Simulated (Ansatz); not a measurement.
# C₄H₆F₄: a spread of methods and bases

How do the results and run time of C₄H₆F₄ respond when the settings are drawn wide?

Method: the settings change from run to run; program: Ansatz 0.2.0, Gaussian basis.

## (1) The molecule

The structure was relaxed beforehand with PBE0-D4 in a triple-zeta def2 set.

SMILES `FCC(F)CC(F)F`, 14 atoms, charge 0, spin multiplicity 1.

Atoms are counted from 1 here; the program's logs count them from 0.

Bond lengths: F1–C2 1.375 Å, C2–C3 1.504 Å, C2–H9 1.095 Å, C2–H10 1.095 Å, C3–F4 1.388 Å, C3–C5 1.513 Å, C3–H11 1.095 Å, C5–C6 1.506 Å, C5–H12 1.093 Å, C5–H13 1.093 Å, C6–F7 1.357 Å, C6–F8 1.360 Å, C6–H14 1.093 Å. Angles: F1–C2–C3 110.4°, F1–C2–H9 108.4°, F1–C2–H10 108.3°, C3–C2–H9 109.9°, C3–C2–H10 110.2°, H9–C2–H10 109.6°, C2–C3–F4 108.9°, C2–C3–C5 111.8°, C2–C3–H11 109.5°, F4–C3–C5 108.6°, F4–C3–H11 106.9°, C5–C3–H11 111.0°, C3–C5–C6 112.2°, C3–C5–H12 110.3°, C3–C5–H13 109.9°, C6–C5–H12 107.7°, C6–C5–H13 108.3°, H12–C5–H13 108.3° and more.

## (2) wB97X/x2c-TZVPPall

Set apart from the defaults: atoms shaken by 0.15 Å.

in.yaml

```yaml
crystal:
  periodic: [false, false, false]
  atoms:
    - {symbol: F, position_ang: [0.986310, 2.067312, 1.983053]}
    - {symbol: C, position_ang: [1.406560, 1.031247, 1.533908]}
    - {symbol: C, position_ang: [-0.112794, 0.705048, 0.368425]}
    - {symbol: F, position_ang: [-0.441667, 1.619118, -0.466227]}
    - {symbol: C, position_ang: [0.101309, -0.840292, -0.447918]}
    - {symbol: C, position_ang: [-1.368332, -1.043630, -1.133060]}
    - {symbol: F, position_ang: [-0.769220, -2.043233, -1.942132]}
    - {symbol: F, position_ang: [-2.005514, -1.333721, -0.163418]}
    - {symbol: H, position_ang: [1.469636, -0.027028, 1.738391]}
    - {symbol: H, position_ang: [2.209421, 1.173547, 0.725394]}
    - {symbol: H, position_ang: [-0.855777, 0.705605, 1.129559]}
    - {symbol: H, position_ang: [0.293486, -1.469144, 0.361919]}
    - {symbol: H, position_ang: [0.950493, -0.458008, -1.134256]}
    - {symbol: H, position_ang: [-1.695762, -0.070415, -1.998419]}
basis:
  gaussian: {orbitals: x2c-TZVPPall}
hamiltonian: {xc: {name: wB97X}}
```

On the command line:

```sh
$ ansatz run in.yaml --threads 2 --pin off --events-out ev --progress --plain --max-ram 32768MiB --backend cuda --devices 0, --max-vram 18GiB
```

Log:

```text
Functional definition: wB97X
  name "wB97X"
  cite "Chai & Head-Gordon, J. Chem. Phys. 128, 084106 (2008) doi:10.1063/1.2834918"
  cite "Becke, J. Chem. Phys. 107, 8554 (1997) doi:10.1063/1.475007"
  parameter omega = 0.3/bohr
  parameter cx = 0.157706
  parameter cx1 = 0.726479
  parameter cx2 = 1.04760
  parameter cx3 = -5.70635
  parameter cx4 = 13.2794
  parameter css1 = -4.33879
  parameter css2 = 18.2308
  parameter css3 = -31.7430
  parameter css4 = 17.2901
  parameter cos1 = 2.37031
  parameter cos2 = -11.3995
  parameter cos3 = 6.58405
  parameter cos4 = -3.78132
  # The coefficients of nought are those of the uniform gas.
  exchange = spin_sum(e_x_unif_sr(omega)*poly(b97_u_x, 1 - cx, cx1, cx2, cx3, cx4)) + cx*exact_x_sr(omega)
      + exact_x_lr(omega)
  correlation = spin_sum(e_c_pw_same_spin*poly(b97_u_same, 1, css1, css2, css3, css4))
      + integral(e_c_pw_opposite_spin*poly(b97_u_opposite, 1, cos1, cos2, cos3, cos4))
1698 factors; their error is unknown
390 factors; integrals over basis functions are off by at most 9.0e-6 eV
mean field evaluation 1: about -15116.3289 eV, gradient 5.0e1 eV
mean field evaluation 2: about -15117.6945 eV, gradient 4.7e1 eV
mean field evaluation 4: about -15120.6896 eV, gradient 2.6e0 eV
mean field evaluation 8: about -15120.7058 eV, gradient 6.6e-2 eV
mean field evaluation 16: about -15120.7031 eV, gradient 4.0e-4 eV
mean field -15120.70305762 eV, -555.6755881870 hartree, gradient 3.0e-5 eV, S^2 0.000000; 0 other end points of the search recorded, 0 dependent functions left out
reference -15120.70302567 eV, -555.6755870129 hartree; 33, 33 occupied and 299, 299 virtual orbitals, 1698 factors
Total energy: -15120.70302567 eV, -555.6755870129 hartree
Relativity: scalar
```

It took 7.5 s on 1 × H100 (card shared with other runs) with 2 threads of AMD EPYC 7R13, shared host; peak host memory 0.89 GiB.

## (3) wPBEh/6-31G

Set apart from the defaults: the search for lower states set to full.

in.yaml

```yaml
crystal:
  periodic: [false, false, false]
  atoms:
    - {symbol: F, position_ang: [0.959745, 2.023476, 2.021396]}
    - {symbol: C, position_ang: [1.191650, 0.969878, 1.169681]}
    - {symbol: C, position_ang: [-0.057457, 0.630904, 0.403291]}
    - {symbol: F, position_ang: [-0.350078, 1.675866, -0.462902]}
    - {symbol: C, position_ang: [0.105216, -0.636617, -0.406038]}
    - {symbol: C, position_ang: [-1.149166, -0.998731, -1.156840]}
    - {symbol: F, position_ang: [-0.928130, -2.113762, -1.898442]}
    - {symbol: F, position_ang: [-2.146654, -1.289268, -0.279167]}
    - {symbol: H, position_ang: [1.509126, 0.107701, 1.764735]}
    - {symbol: H, position_ang: [1.992683, 1.254184, 0.480042]}
    - {symbol: H, position_ang: [-0.900254, 0.547341, 1.096936]}
    - {symbol: H, position_ang: [0.353342, -1.475857, 0.249274]}
    - {symbol: H, position_ang: [0.915053, -0.514634, -1.130317]}
    - {symbol: H, position_ang: [-1.507876, -0.209781, -1.822948]}
basis:
  gaussian: {orbitals: 6-31G}
hamiltonian: {xc: {name: wPBEh}}
scf: {lower_state_search: full}
```

On the command line:

```sh
$ ansatz run in.yaml --threads 2 --pin off --events-out ev --progress --plain --max-ram 32768MiB --backend cpu
```

Log, cut to the lines that bear on the results:

```text
Functional definition: wPBEh
  name "wPBEh"
  cite "Heyd, Scuseria & Ernzerhof, J. Chem. Phys. 118, 8207 (2003) doi:10.1063/1.1564060"
  cite "Krukau, Vydrov, Izmaylov & Scuseria, J. Chem. Phys. 125, 224106 (2006) doi:10.1063/1.2404663"
  cite "Heyd & Scuseria, J. Chem. Phys. 120, 7274 (2004) doi:10.1063/1.1668634"
  cite "Ernzerhof & Perdew, J. Chem. Phys. 109, 3313 (1998) doi:10.1063/1.476928"
  cite "Perdew, Burke & Ernzerhof, Phys. Rev. Lett. 77, 3865 (1996) doi:10.1103/PhysRevLett.77.3865"
  parent pbe
[...]
1000 factors; integrals over basis functions are off by at most 1.6e-4 eV
123 factors; integrals over basis functions are off by at most 2.0e-7 eV
[...]
mean field -15095.50106202 eV, -554.7494319310 hartree, gradient 2.8e-5 eV, S^2 0.000000; 0 other end points of the search recorded, 0 dependent functions left out
reference -15095.50108091 eV, -554.7494326254 hartree; 33, 33 occupied and 51, 51 virtual orbitals, 1000 factors
Total energy: -15095.50108091 eV, -554.7494326254 hartree
```

Wall time 2.2 s (2 threads of AMD EPYC 7R13, shared host).

## (4) HF/6-31++G**

This run has charge +1, multiplicity 2, density fitting with cc-pVTZ-jkfit, a point charge of 2.00 e beside it.

in.yaml: that of step 3 with these lines changed.

```diff
@@ -18,4 +18,6 @@
 basis:
-  gaussian: {orbitals: 6-31G}
-hamiltonian: {xc: {name: wPBEh}}
-scf: {lower_state_search: full}
+  gaussian: {orbitals: "6-31++G**", fitting: {mean_field: cc-pVTZ-jkfit}, point_charges: [{charge: 2.00, position_ang: [5.771, -0.663, 0.056]}]}
+total_charge: 1
+magnetization: {spin_polarized: true, initial_magnetization: 1}
+hamiltonian: {xc: {name: HF}}
+output: {forces: true}
```

Same command.

Log, cut to the lines that bear on the results:

```text
Functional definition: HF
  name "HF"
  cite "Fock, Z. Phys. 61, 126 (1930) doi:10.1007/BF01340294"
  parent pbe
[...]
812 factors; integrals over basis functions are off by at most 1.3e-1 eV
[...]
mean field -15023.37204085 eV, -552.0987392939 hartree, gradient 2.7e-5 eV, S^2 0.764262; 4 other end points of the search recorded, 0 dependent functions left out
[...]
reference -15023.37204085 eV, -552.0987392939 hartree; 33, 32 occupied and 155, 156 virtual orbitals, 812 factors
Total energy: -15023.37204085 eV, -552.0987392939 hartree
Atom 0 at     0.959745     2.023476     2.021396 Å, force     0.250548    -1.137697    -0.967678 eV/Å
Atom 1 at     1.191650     0.969878     1.169681 Å, force     0.400394     0.670001     0.978316 eV/Å
Atom 2 at    -0.057457     0.630904     0.403291 Å, force    -0.993772     1.237428     0.098226 eV/Å
[...]
Atom 4 at     0.105216    -0.636617    -0.406038 Å, force     1.150112     0.275583     1.543633 eV/Å
Atom 5 at    -1.149166    -0.998731    -1.156840 Å, force     1.582775    -2.792534    -4.080304 eV/Å
Atom 6 at    -0.928130    -2.113762    -1.898442 Å, force    -0.731709     1.888862     1.588370 eV/Å
Atom 7 at    -2.146654    -1.289268    -0.279167 Å, force    -0.941024    -0.018401     0.570806 eV/Å
Atom 8 at     1.509126     0.107701     1.764735 Å, force    -0.185543     0.287451    -0.029430 eV/Å
Atom 9 at     1.992683     1.254184     0.480042 Å, force    -0.288731     0.090163     0.105640 eV/Å
Atom 10 at    -0.900254     0.547341     1.096936 Å, force     0.381890     0.189925    -0.139908 eV/Å
Atom 11 at     0.353342    -1.475857     0.249274 Å, force    -0.123107     0.146713    -0.240578 eV/Å
Atom 12 at     0.915053    -0.514634    -1.130317 Å, force    -0.737959    -0.213355    -0.261502 eV/Å
Atom 13 at    -1.507876    -0.209781    -1.822948 Å, force    -0.689090     0.457326     0.359602 eV/Å
Dipole moment:    -0.919111    -1.135699    -0.463939 e Å
```

Wall time 54 s (2 threads of AMD EPYC 7R13, shared host).

Largest force 5.192 eV/Å, ⟨S²⟩ 0.764.

## (5) PBE0/pcseg-2

Options: charge +1, multiplicity 2, restricted open-shell orbitals, D3(BJ) dispersion.

in.yaml: that of step 4 with these lines changed.

```diff
@@ -18,6 +18,6 @@
 basis:
-  gaussian: {orbitals: "6-31++G**", fitting: {mean_field: cc-pVTZ-jkfit}, point_charges: [{charge: 2.00, position_ang: [5.771, -0.663, 0.056]}]}
+  gaussian: {orbitals: pcseg-2}
 total_charge: 1
-magnetization: {spin_polarized: true, initial_magnetization: 1}
-hamiltonian: {xc: {name: HF}}
+magnetization: {spin_polarized: false, initial_magnetization: 1}
+hamiltonian: {xc: {name: PBE0}, dispersion: d3bj}
 output: {forces: true}
```

On the command line:

```sh
$ ansatz run in.yaml --threads 2 --pin off --events-out ev --progress --plain --max-ram 32768MiB --backend cuda --devices 0, --max-vram 18GiB
```

Log, cut to the lines that bear on the results:

```text
Functional definition: PBE0
  name "PBE0"
  cite "Adamo & Barone, J. Chem. Phys. 110, 6158 (1999) doi:10.1063/1.478522"
  cite "Perdew, Burke & Ernzerhof, Phys. Rev. Lett. 77, 3865 (1996) doi:10.1103/PhysRevLett.77.3865"
  parent pbe
[...]
1572 factors; their error is unknown
[...]
mean field -15092.63812446 eV, -554.6442209163 hartree, gradient 5.9e-6 eV, S^2 0.750000; 6 other end points of the search recorded, 0 dependent functions left out
[...]
reference -15092.63815577 eV, -554.6442220670 hartree; 33, 32 occupied and 291, 292 virtual orbitals, 1572 factors
Total energy: -15092.86411661 eV, -554.6525259747 hartree
Atom 0 at     0.959745     2.023476     2.021396 Å, force    -0.068106    -1.137190    -1.042278 eV/Å
Atom 1 at     1.191650     0.969878     1.169681 Å, force     2.335163     1.223179     2.283314 eV/Å
[...]
Atom 4 at     0.105216    -0.636617    -0.406038 Å, force     2.326738     0.666572     1.165950 eV/Å
Atom 5 at    -1.149166    -0.998731    -1.156840 Å, force    -2.554388    -2.341939    -0.434573 eV/Å
Atom 6 at    -0.928130    -2.113762    -1.898442 Å, force     0.124809     1.312375     0.867748 eV/Å
Atom 7 at    -2.146654    -1.289268    -0.279167 Å, force     0.979333     0.389382    -0.702582 eV/Å
Atom 8 at     1.509126     0.107701     1.764735 Å, force    -0.336334    -0.050990     0.014046 eV/Å
Atom 9 at     1.992683     1.254184     0.480042 Å, force    -0.254458     0.146611    -0.258087 eV/Å
Atom 10 at    -0.900254     0.547341     1.096936 Å, force     0.139414     0.294801     0.383836 eV/Å
Atom 11 at     0.353342    -1.475857     0.249274 Å, force    -0.077214    -0.053251    -0.062880 eV/Å
Atom 12 at     0.915053    -0.514634    -1.130317 Å, force    -0.179683    -0.124551    -0.210941 eV/Å
Atom 13 at    -1.507876    -0.209781    -1.822948 Å, force     0.113295     0.560706    -0.212309 eV/Å
Dipole moment:     0.579016    -0.133134     0.074239 e Å
```

It took 8.5 s on 1 × H100 (card shared with other runs) with 2 threads of AMD EPYC 7R13, shared host; peak host memory 0.93 GiB.

Largest force 3.949 eV/Å.

## (6) B97/aug-pcseg-2

Set apart from the defaults: finite nuclei.

in.yaml: that of step 5 with these lines changed.

```diff
@@ -18,6 +18,4 @@
 basis:
-  gaussian: {orbitals: pcseg-2}
-total_charge: 1
-magnetization: {spin_polarized: false, initial_magnetization: 1}
-hamiltonian: {xc: {name: PBE0}, dispersion: d3bj}
+  gaussian: {orbitals: aug-pcseg-2, nuclear_model: gaussian}
+hamiltonian: {xc: {name: B97}}
 output: {forces: true}
```

Launched as before.

Log, cut to the lines that bear on the results:

```text
Functional definition: B97
  name "B97"
  cite "Becke, J. Chem. Phys. 107, 8554 (1997) doi:10.1063/1.475007"
[...]
      + integral(e_c_pw_opposite_spin*poly(b97_u_opposite, cos0, cos1, cos2))
1966 factors; their error is unknown
[...]
mean field -15114.65131004 eV, -555.4531905655 hartree, gradient 1.9e-5 eV, S^2 0.000000; 0 other end points of the search recorded, 0 dependent functions left out
[...]
reference -15114.65135788 eV, -555.4531923233 hartree; 33, 33 occupied and 473, 473 virtual orbitals, 1966 factors
Total energy: -15114.65135788 eV, -555.4531923233 hartree
Atom 0 at     0.959745     2.023476     2.021396 Å, force    -0.023550     0.284309     0.243399 eV/Å
Atom 1 at     1.191650     0.969878     1.169681 Å, force     0.293078    -0.173549    -0.022705 eV/Å
Atom 2 at    -0.057457     0.630904     0.403291 Å, force    -0.169053    -0.070059     0.202809 eV/Å
[...]
Atom 4 at     0.105216    -0.636617    -0.406038 Å, force     0.259284    -0.175246    -0.021147 eV/Å
Atom 5 at    -1.149166    -0.998731    -1.156840 Å, force    -0.049001     0.240623    -0.188615 eV/Å
Atom 6 at    -0.928130    -2.113762    -1.898442 Å, force     0.048407    -0.320613    -0.246358 eV/Å
Atom 7 at    -2.146654    -1.289268    -0.279167 Å, force    -0.322153    -0.081441     0.230142 eV/Å
Atom 8 at     1.509126     0.107701     1.764735 Å, force     0.023408     0.004443     0.017423 eV/Å
Atom 9 at     1.992683     1.254184     0.480042 Å, force     0.024826     0.002973     0.010341 eV/Å
Atom 10 at    -0.900254     0.547341     1.096936 Å, force    -0.006513     0.008878     0.005168 eV/Å
Atom 11 at     0.353342    -1.475857     0.249274 Å, force     0.016089    -0.011424     0.006512 eV/Å
Atom 12 at     0.915053    -0.514634    -1.130317 Å, force     0.019345    -0.005964    -0.007677 eV/Å
Atom 13 at    -1.507876    -0.209781    -1.822948 Å, force    -0.011398    -0.012722    -0.009690 eV/Å
Dipole moment:     0.373681    -0.195609    -0.003964 e Å
```

Run time: 9 s. Hardware: 1 × H100 (card shared with other runs) with 2 threads of AMD EPYC 7R13, shared host; peak host memory 1.2 GiB.

Largest force 0.407 eV/Å, dipole 2.03 D.

## (7) RPA/cc-pVDZ

This run has multiplicity 3, a point charge of -1.00 e beside it.

in.yaml: that of step 6 with these lines changed.

```diff
@@ -18,4 +18,5 @@
 basis:
-  gaussian: {orbitals: aug-pcseg-2, nuclear_model: gaussian}
-hamiltonian: {xc: {name: B97}}
-output: {forces: true}
+  gaussian: {orbitals: cc-pVDZ, point_charges: [{charge: -1.00, position_ang: [4.594, 0.662, -1.000]}]}
+magnetization: {spin_polarized: true, initial_magnetization: 2}
+hamiltonian: {xc: {name: HF}}
+correlation: {method: rpa}
```

On the command line:

```sh
$ ansatz run in.yaml --threads 2 --pin off --events-out ev --progress --plain --max-ram 32768MiB --backend cpu
```

Log, cut to the lines that bear on the results:

```text
Functional definition: HF
  name "HF"
  cite "Fock, Z. Phys. 61, 126 (1930) doi:10.1007/BF01340294"
  parent pbe
[...]
1294 factors; integrals over basis functions are off by at most 8.1e-4 eV
[...]
mean field -15030.97023526 eV, -552.3779677881 hartree, gradient 9.5e-6 eV, S^2 2.010110; 13 other end points of the search recorded, 0 dependent functions left out
8 core orbitals not correlated: weight in the atoms' cores, before any rotation towards them, 1.000 or more for the frozen orbitals, at most 0.000 for the correlated occupied ones
reference -15030.97023526 eV, -552.3779677881 hartree; 26, 24 occupied and 108, 110 virtual orbitals, 1294 factors
Total energy: -15070.08675414 eV, -553.8154733431 hartree
```

It took 27 s on 2 threads of AMD EPYC 7R13, shared host.

⟨S²⟩ 2.010.

## (8) PBE-QIDH/6-31++G**

in.yaml: that of step 7 with these lines changed.

```diff
@@ -18,5 +18,3 @@
 basis:
-  gaussian: {orbitals: cc-pVDZ, point_charges: [{charge: -1.00, position_ang: [4.594, 0.662, -1.000]}]}
-magnetization: {spin_polarized: true, initial_magnetization: 2}
-hamiltonian: {xc: {name: HF}}
-correlation: {method: rpa}
+  gaussian: {orbitals: "6-31++G**"}
+hamiltonian: {xc: {name: PBE-QIDH}}
```

Launched as before.

Log, cut to the lines that bear on the results:

```text
Functional definition: PBE-QIDH
  name "PBE-QIDH"
  cite "Brémond, Sancho-García, Pérez-Jiménez & Adamo, J. Chem. Phys. 141, 031101 (2014) doi:10.1063/1.4890314"
  cite "Perdew, Burke & Ernzerhof, Phys. Rev. Lett. 77, 3865 (1996) doi:10.1103/PhysRevLett.77.3865"
[...]
1620 factors; integrals over basis functions are off by at most 8.6e-4 eV
[...]
mean field -15080.26949139 eV, -554.1896820350 hartree, gradient 3.2e-6 eV, S^2 0.000000; 0 other end points of the search recorded, 0 dependent functions left out
8 core orbitals not correlated: weight in the atoms' cores, before any rotation towards them, 1.000 or more for the frozen orbitals, at most 0.000 for the correlated occupied ones
reference -15080.26951905 eV, -554.1896830513 hartree; 25, 25 occupied and 155, 155 virtual orbitals, 1620 factors
second order -38.51722632 eV of doubles, -0.00000000 eV of singles
Total energy: -15093.10859449 eV, -554.6615103711 hartree
```

It took 8 s on 2 threads of AMD EPYC 7R13, shared host.

## (9) BLYP/6-31++G**

in.yaml: that of step 8 with these lines changed.

```diff
@@ -19,2 +19,2 @@
   gaussian: {orbitals: "6-31++G**"}
-hamiltonian: {xc: {name: PBE-QIDH}}
+hamiltonian: {xc: {name: BLYP}}
```

The command is unchanged.

Log:

```text
Functional definition: BLYP
  name "BLYP"
  cite "Becke, Phys. Rev. A 38, 3098 (1988) doi:10.1103/PhysRevA.38.3098"
  cite "Lee, Yang & Parr, Phys. Rev. B 37, 785 (1988) doi:10.1103/PhysRevB.37.785"
  parameter beta = 0.0042
  parameter a = 0.04918
  parameter b = 0.132
  parameter c = 0.2533
  parameter d = 0.349
  exchange = b88_x(beta = beta)
  correlation = lyp_c(a = a, b = b, c = c, d = d)
1756 factors; their error is unknown
mean field evaluation 1: about -15099.0312 eV, gradient 7.3e1 eV
mean field evaluation 2: about -15087.8006 eV, gradient 9.7e1 eV
mean field evaluation 4: about -15111.0673 eV, gradient 7.3e0 eV
mean field evaluation 8: about -15111.0455 eV, gradient 3.1e-1 eV
mean field evaluation 16: about -15111.0457 eV, gradient 1.1e-4 eV
mean field -15111.04570970 eV, -555.3206871968 hartree, gradient 1.7e-5 eV, S^2 0.000000; 0 other end points of the search recorded, 0 dependent functions left out
reference -15111.04618638 eV, -555.3207047146 hartree; 33, 33 occupied and 155, 155 virtual orbitals, 1756 factors
Total energy: -15111.04618638 eV, -555.3207047146 hartree
```

It took 3.9 s on 2 threads of AMD EPYC 7R13, shared host.

## (10) BLYP/cc-pVDZ

Options: coordinates scaled by 0.92, D3(BJ) with three-body dispersion.

in.yaml

```yaml
crystal:
  periodic: [false, false, false]
  atoms:
    - {symbol: F, position_ang: [0.882965, 1.861598, 1.859684]}
    - {symbol: C, position_ang: [1.096318, 0.892287, 1.076107]}
    - {symbol: C, position_ang: [-0.052860, 0.580432, 0.371028]}
    - {symbol: F, position_ang: [-0.322072, 1.541797, -0.425870]}
    - {symbol: C, position_ang: [0.096798, -0.585688, -0.373555]}
    - {symbol: C, position_ang: [-1.057233, -0.918832, -1.064293]}
    - {symbol: F, position_ang: [-0.853880, -1.944661, -1.746567]}
    - {symbol: F, position_ang: [-1.974921, -1.186127, -0.256834]}
    - {symbol: H, position_ang: [1.388396, 0.099085, 1.623556]}
    - {symbol: H, position_ang: [1.833268, 1.153849, 0.441638]}
    - {symbol: H, position_ang: [-0.828234, 0.503554, 1.009181]}
    - {symbol: H, position_ang: [0.325074, -1.357789, 0.229332]}
    - {symbol: H, position_ang: [0.841849, -0.473463, -1.039892]}
    - {symbol: H, position_ang: [-1.387246, -0.192999, -1.677112]}
basis:
  gaussian: {orbitals: cc-pVDZ}
hamiltonian: {xc: {name: BLYP}, dispersion: d3bjatm}
```

Same command.

Log:

```text
Functional definition: BLYP
  name "BLYP"
  cite "Becke, Phys. Rev. A 38, 3098 (1988) doi:10.1103/PhysRevA.38.3098"
  cite "Lee, Yang & Parr, Phys. Rev. B 37, 785 (1988) doi:10.1103/PhysRevB.37.785"
  parameter beta = 0.0042
  parameter a = 0.04918
  parameter b = 0.132
  parameter c = 0.2533
  parameter d = 0.349
  exchange = b88_x(beta = beta)
  correlation = lyp_c(a = a, b = b, c = c, d = d)
1612 factors; their error is unknown
mean field evaluation 1: about -15095.4586 eV, gradient 6.9e1 eV
mean field evaluation 2: about -15090.1438 eV, gradient 8.3e1 eV
mean field evaluation 4: about -15105.8180 eV, gradient 5.4e0 eV
mean field evaluation 8: about -15105.8698 eV, gradient 4.8e-2 eV
mean field evaluation 16: about -15105.8031 eV, gradient 8.7e-5 eV
mean field -15105.80311667 eV, -555.1280254565 hartree, gradient 8.7e-5 eV, S^2 0.000000; 0 other end points of the search recorded, 0 dependent functions left out
reference -15105.80338703 eV, -555.1280353921 hartree; 33, 33 occupied and 109, 109 virtual orbitals, 1612 factors
Total energy: -15106.39617402 eV, -555.1498199122 hartree
```

Wall time 2.2 s (2 threads of AMD EPYC 7R13, shared host).

## (11) All runs side by side

```csv
level,charge,multiplicity,geometry,functions,energy (eV),time
wB97X/x2c-TZVPPall,0,1,shaken,332,-15120.703,7.5 s
wPBEh/6-31G,0,1,relaxed,84,-15095.501,2.2 s
HF/6-31++G**,1,2,"relaxed, point charge",188,-15023.372,54 s
PBE0/pcseg-2,1,2,relaxed,324,-15092.864,8.5 s
B97/aug-pcseg-2,0,1,relaxed,506,-15114.651,9 s
RPA/cc-pVDZ,0,3,"relaxed, point charge",142,-15070.087,27 s
PBE-QIDH/6-31++G**,0,1,relaxed,188,-15093.109,8 s
BLYP/6-31++G**,0,1,relaxed,188,-15111.046,3.9 s
BLYP/cc-pVDZ,0,1,scaled,142,-15106.396,2.2 s
```

## (12) Outcome

| quantity | value |
| --- | --- |
| runs | 9 |
| quickest | wPBEh/6-31G, 2.2 s |
| slowest | HF/6-31++G**, 54 s |
| spread of total energies, same state and geometry | 21.5 eV |

Run time spans a factor of 25, from wPBEh/6-31G to HF/6-31++G**. The jobs differ in tasks and options as well as level. The totals spread over 22 eV; they can't be compared across methods or bases. At the PBE0-D4/def2-TZVP geometry and in the same state, runs without warnings or point charges leave forces up to 0.41 eV/Å (B97/aug-pcseg-2).
